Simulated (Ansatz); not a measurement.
Crystal: NiMoIrPdW.

```
Ni Mo Pd Ir W
1.0
     2.77046    0.00000    0.00000
    -1.38523    2.39928    0.00000
     0.00000    0.00000   21.88122
Ni Mo Pd Ir W
2 2 2 2 2
Direct
  0.33333 0.66667 0.04433
  0.66667 0.33333 0.95562
  0.66667 0.33333 0.34270
  0.66667 0.33333 0.76320
  0.33333 0.66667 0.44768
  0.33333 0.66667 0.65723
  0.33333 0.66667 0.23988
  0.33333 0.66667 0.86050
  0.66667 0.33333 0.13646
  0.66667 0.33333 0.55240
```

The cell was built by a generator and needn't be a form met in nature.

Base run:

- Program: Ansatz 0.2.0
- Functional: PBE
- Potentials or basis: Ansatz PAW
- Cutoff: 420 eV (not typed: the program's choice for these potentials)
- k mesh: 11 × 11 × 2
- Occupations: fermi-dirac, width 0.05 eV
- Spin: collinear spin, ferromagnetic start
- Starting moments: [1.0, 1.0, 1.0, 1.0, 0.0, 0.0, 0.6, 0.6, 0.0, 0.0] μB

Its results: band gap on the k mesh none (metal or under the smearing width); pressure -0.1 GPa; net moment 0.00 μB per cell; largest force 0.149 eV/Å.

After a change of settings the same cell gave: band gap on the k mesh none (metal or under the smearing width); pressure 2.9 GPa; net moment 0.00 μB per cell; largest force 0.187 eV/Å. Which change was it?
A. functional from PBE to HSE06; k mesh from 11 × 11 × 2 to 5 × 5 × 1
B. functional from PBE to revPBE
C. functional from PBE to B3LYP; k mesh from 11 × 11 × 2 to 5 × 5 × 1

B.

revPBE binds less tightly than PBE, so the same cell stands under more pressure.

Caveats: spin-orbit coupling is left out, which moves the levels of the heavy elements; the starting moments weren't kept; the PAW data sets come from PBE, with cores solved anew for the run's functional, which leaves a small shift of forces and pressure (some runs).
